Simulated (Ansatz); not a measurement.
Hf2Pd2Se2Br2O3 under changes of volume

One of the cells (30.040 Å³/atom); the others are scaled copies at fixed shape and fractional positions:

```xyz
11
Lattice="7.5867 -1.7097 -1.1758 7.5867 1.7097 -1.1758 -2.0245 0.0000 13.0516" Properties=species:S:1:pos:R:3 pbc="T T T"
Hf   14.2165    0.0000   -1.4206
Hf    8.6262    0.0000    2.2691
Pd    1.6873    0.0000    6.2302
Pd    3.3945    0.0000    8.9390
Se   12.2827    0.0000    8.8683
Se   10.7952    0.0000    5.8168
Br    8.8069    0.0000   -0.7891
Br    3.1532    0.0000    3.1608
O     8.2058    0.0000    4.0943
O     5.7021    0.0000    0.0464
O     0.0207    0.0000    2.8206
```

The cell was built by a generator and needn't be a form met in nature.

* Program: Ansatz 0.2.0
* Functional: PBE
* Potentials or basis: Ansatz PAW
* Cutoff: 420 eV (not typed: the program's choice for these potentials)
* k mesh: 8 × 8 × 2
* Occupations: fermi-dirac, width 0.05 eV
* Spin: no spin polarisation

```csv
volume (Å³/atom),energy over the lowest point (meV/atom),pressure (GPa),gap on the mesh (eV),largest force (eV/Å)
28.238,25.28,4.7,0.90,1.305
28.839,10.82,3.0,0.88,0.837
29.440,2.62,1.4,0.86,0.402
30.040,0.00,0.0,0.84,0.006
30.641,2.41,-1.3,0.82,0.379
31.242,?,?,?,?
31.843,20.22,-3.4,0.78,1.057
```

Question: What does the run at 31.242 Å³/atom give?

Answer: Energy over the lowest point 9.30 meV/atom; pressure -2.4 GPa; gap on the mesh 0.80 eV; largest force 0.730 eV/Å.

Worked out: A Birch-Murnaghan fit of order 3 (a polynomial in V^(-2/3)) to the other rows has its minimum at 30.04 Å³/atom with B0 = V·E''(V) = 67 GPa and B' = 4.5 at fixed shape and positions, which overstates the stiffness. It gives 9.30 meV/atom at 31.242 Å³/atom, against the run's 9.30, and -dE/dV = -2.4 GPa, against -2.4. A straight line through the other rows of the gap, of slope -0.999 eV per unit of ln V, gives 0.80 eV, against the run's 0.80.

Energies are extrapolated to zero smearing.

Caveats: spin-orbit coupling is left out, which moves the levels of the heavy elements; forces of over 1 eV/Å show positions far from the minimum, so gaps and moduli don't describe the material at rest (some runs).

A mesh can miss the band edges.
